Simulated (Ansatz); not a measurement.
# Fe2B: properties at the relaxed cell

This session takes Fe2B and sets out to measure the bulk modulus from energies at several volumes.

The COD entry's cell or inner coordinates are ideal or old and differ from later refinements, so a difference from it is no clean test against experiment.

Computed with Ansatz 0.2.0 (DFT PBEsol, scalar-relativistic, plane waves, PAW, unless a step's input says otherwise).

2 further runs of the same task are left out: 2 set aside as unsound or not needed. Runs told in other sessions of the task aren't counted.

**1. The starting structure**

It takes space group I4/mcm (No. 140, tetragonal). Conventional cell: a = 4.983 Å, b = 4.983 Å, c = 4.156 Å, α = 90.00°, β = 90.00°, γ = 90.00°. Around Fe (site symmetry m2m) lie 4 B at 2.13 Å and 3 Fe at 2.33 to 2.40 Å. Around B (site symmetry 422) lie 2 B at 2.08 Å and 8 Fe at 2.13 Å.

Structure file:

```cif
data_structure
_symmetry_space_group_name_H-M 'P 1'
_symmetry_Int_Tables_number 1
_cell_length_a 4.0906
_cell_length_b 4.0906
_cell_length_c 4.0906
_cell_angle_alpha 104.958
_cell_angle_beta 104.958
_cell_angle_gamma 118.933
_cell_volume 51.60
loop_
_atom_site_label
_atom_site_type_symbol
_atom_site_fract_x
_atom_site_fract_y
_atom_site_fract_z
_atom_site_occupancy
Fe1 Fe 0.16542 0.66542 0.83085 1
Fe2 Fe 0.33458 0.16542 0.50000 1
Fe3 Fe 0.83458 0.33458 0.16915 1
Fe4 Fe 0.66542 0.83458 0.50000 1
B1 B 0.75000 0.75000 0.00000 1
B2 B 0.25000 0.25000 0.00000 1
```

This cell was relaxed beforehand with the same method: volume 8.60 Å³/atom, gap on the mesh none (metal), site moments up to 1.6 μB.

**2. The cell scaled to 0.97 of its volume**

File input.yaml:

```yaml
crystal:
  lattice:
    - [-2.4662520385, 2.4662520385, 2.0572052228]
    - [2.4662520385, -2.4662520385, 2.0572052228]
    - [2.4662520385, 2.4662520385, -2.0572052228]
  atoms:
    - { symbol: Fe, position: [0.1654242136, 0.6654242136, 0.8308484273], spin: 1.81 }
    - { symbol: Fe, position: [0.3345757864, 0.1654242136, 0.5], spin: 1.81 }
    - { symbol: Fe, position: [0.8345757864, 0.3345757864, 0.1691515727], spin: 1.81 }
    - { symbol: Fe, position: [0.6654242136, 0.8345757864, 0.5], spin: 1.81 }
    - { symbol: B, position: [0.75, 0.75, 0.0] }
    - { symbol: B, position: [0.25, 0.25, 0.0] }
basis:
  ecutwfc: 420
kpoints:
  mp_grid: { grid: [12, 12, 12] }
hamiltonian:
  xc: pbesol
scf:
  occupations: { method: gaussian, width: 0.1 }
output:
  forces: true
  stress: true
  eigenvalues: true
  populations: true
magnetization:
  spin_polarized: true
relax:
  adjacent_minimum: "off"
  f_tol: 0.01
  max_steps: 30
  cell: { stress_tol: 0.1, fix: [volume] }
```

Run with:

```
ansatz run input.yaml --threads 2 --pin off --max-ram 5120MiB --backend cpu --events-out ev --progress --plain --runs-dir out
```

**3. Volume × 1.03**

Edit input.yaml of step 2 so:

```diff
@@ -2,5 +2,5 @@
   lattice:
-    - [-2.4662520385, 2.4662520385, 2.0572052228]
-    - [2.4662520385, -2.4662520385, 2.0572052228]
-    - [2.4662520385, 2.4662520385, -2.0572052228]
+    - [-2.5160887392, 2.5160887392, 2.0987761245]
+    - [2.5160887392, -2.5160887392, 2.0987761245]
+    - [2.5160887392, 2.5160887392, -2.0987761245]
   atoms:
```

**4. Volume × 0.94**

File input.yaml:

```yaml
crystal:
  lattice:
    - [-2.444005231, 2.444005231, 2.0300390393]
    - [2.444005231, -2.444005231, 2.0300390393]
    - [2.444005231, 2.444005231, -2.0300390393]
  atoms:
    - { symbol: Fe, position: [0.164585328, 0.664585328, 0.8291706561], spin: 1.81 }
    - { symbol: Fe, position: [0.335414672, 0.164585328, 0.5], spin: 1.81 }
    - { symbol: Fe, position: [0.835414672, 0.335414672, 0.1708293439], spin: 1.81 }
    - { symbol: Fe, position: [0.664585328, 0.835414672, 0.5], spin: 1.81 }
    - { symbol: B, position: [0.75, 0.75, 0.0] }
    - { symbol: B, position: [0.25, 0.25, 0.0] }
basis:
  ecutwfc: 420
kpoints:
  mp_grid: { grid: [12, 12, 12] }
hamiltonian:
  xc: pbesol
scf:
  occupations: { method: gaussian, width: 0.1 }
output:
  forces: true
  stress: true
  eigenvalues: true
  populations: true
magnetization:
  spin_polarized: true
relax:
  adjacent_minimum: "off"
  f_tol: 0.01
  max_steps: 30
  cell: { stress_tol: 0.1, fix: [volume] }
```

**5. The cell scaled to 1.06 of its volume**

File input.yaml:

```yaml
crystal:
  lattice:
    - [-2.5378287368, 2.5378287368, 2.1230588962]
    - [2.5378287368, -2.5378287368, 2.1230588962]
    - [2.5378287368, 2.5378287368, -2.1230588962]
  atoms:
    - { symbol: Fe, position: [0.1662359387, 0.6662359387, 0.8324718773], spin: 1.81 }
    - { symbol: Fe, position: [0.3337640613, 0.1662359387, 0.5], spin: 1.81 }
    - { symbol: Fe, position: [0.8337640613, 0.3337640613, 0.1675281227], spin: 1.81 }
    - { symbol: Fe, position: [0.6662359387, 0.8337640613, 0.5], spin: 1.81 }
    - { symbol: B, position: [0.75, 0.75, 0.0] }
    - { symbol: B, position: [0.25, 0.25, 0.0] }
basis:
  ecutwfc: 420
kpoints:
  mp_grid: { grid: [12, 12, 12] }
hamiltonian:
  xc: pbesol
scf:
  occupations: { method: gaussian, width: 0.1 }
output:
  forces: true
  stress: true
  eigenvalues: true
  populations: true
magnetization:
  spin_polarized: true
relax:
  adjacent_minimum: "off"
  f_tol: 0.01
  max_steps: 30
  cell: { stress_tol: 0.1, fix: [volume] }
```

**6. Volume × 0.91**

File input.yaml:

```yaml
crystal:
  lattice:
    - [-2.4209600098, 2.4209600098, 2.0028432421]
    - [2.4209600098, -2.4209600098, 2.0028432421]
    - [2.4209600098, 2.4209600098, -2.0028432421]
  atoms:
    - { symbol: Fe, position: [0.1636441689, 0.6636441689, 0.8272883378], spin: 1.81 }
    - { symbol: Fe, position: [0.3363558311, 0.1636441689, 0.5], spin: 1.81 }
    - { symbol: Fe, position: [0.8363558311, 0.3363558311, 0.1727116622], spin: 1.81 }
    - { symbol: Fe, position: [0.6636441689, 0.8363558311, 0.5], spin: 1.81 }
    - { symbol: B, position: [0.75, 0.75, 0.0] }
    - { symbol: B, position: [0.25, 0.25, 0.0] }
basis:
  ecutwfc: 420
kpoints:
  mp_grid: { grid: [12, 12, 12] }
hamiltonian:
  xc: pbesol
scf:
  occupations: { method: gaussian, width: 0.1 }
output:
  forces: true
  stress: true
  eigenvalues: true
  populations: true
magnetization:
  spin_polarized: true
relax:
  adjacent_minimum: "off"
  f_tol: 0.01
  max_steps: 30
  cell: { stress_tol: 0.1, fix: [volume] }
```

**7. Volume × 1.10**

File input.yaml:

```yaml
crystal:
  lattice:
    - [-2.567049426, 2.567049426, 2.1533023893]
    - [2.567049426, -2.567049426, 2.1533023893]
    - [2.567049426, 2.567049426, -2.1533023893]
  atoms:
    - { symbol: Fe, position: [0.166917646, 0.666917646, 0.8338352919], spin: 1.81 }
    - { symbol: Fe, position: [0.333082354, 0.166917646, 0.5], spin: 1.81 }
    - { symbol: Fe, position: [0.833082354, 0.333082354, 0.1661647081], spin: 1.81 }
    - { symbol: Fe, position: [0.666917646, 0.833082354, 0.5], spin: 1.81 }
    - { symbol: B, position: [0.75, 0.75, 0.0] }
    - { symbol: B, position: [0.25, 0.25, 0.0] }
basis:
  ecutwfc: 420
kpoints:
  mp_grid: { grid: [12, 12, 12] }
hamiltonian:
  xc: pbesol
scf:
  occupations: { method: gaussian, width: 0.1 }
output:
  forces: true
  stress: true
  eigenvalues: true
  populations: true
magnetization:
  spin_polarized: true
relax:
  adjacent_minimum: "off"
  f_tol: 0.01
  max_steps: 30
  cell: { stress_tol: 0.1, fix: [volume] }
```

**8. The cell scaled to 0.88 of its volume**

File input.yaml:

```yaml
crystal:
  lattice:
    - [-2.4043527223, 2.4043527223, 1.9636636971]
    - [2.4043527223, -2.4043527223, 1.9636636971]
    - [2.4043527223, 2.4043527223, -1.9636636971]
  atoms:
    - { symbol: Fe, position: [0.161701348, 0.661701348, 0.823402696], spin: 1.81 }
    - { symbol: Fe, position: [0.338298652, 0.161701348, 0.5], spin: 1.81 }
    - { symbol: Fe, position: [0.838298652, 0.338298652, 0.176597304], spin: 1.81 }
    - { symbol: Fe, position: [0.661701348, 0.838298652, 0.5], spin: 1.81 }
    - { symbol: B, position: [0.75, 0.75, 0.0] }
    - { symbol: B, position: [0.25, 0.25, 0.0] }
basis:
  ecutwfc: 420
kpoints:
  mp_grid: { grid: [12, 12, 12] }
hamiltonian:
  xc: pbesol
scf:
  occupations: { method: gaussian, width: 0.1 }
output:
  forces: true
  stress: true
  eigenvalues: true
  populations: true
magnetization:
  spin_polarized: true
relax:
  adjacent_minimum: "off"
  f_tol: 0.01
  max_steps: 30
  cell: { stress_tol: 0.1, fix: [volume] }
```

(Steps that only read results are left out.)

Before running it: what results should come out? Wanted: equilibrium volume of the fit; bulk modulus.

The runs gave:

```
                     quantity         value
equilibrium volume of the fit  8.60 Å³/atom
                 bulk modulus       246 GPa
      its pressure derivative           4.1
```

**Reading.** The fit puts the minimum at 8.60 Å³/atom with B = 246 GPa and B' = 4.1. Compression weakens the moments, from 2.0 to 1.0 μB, as the bands widen.
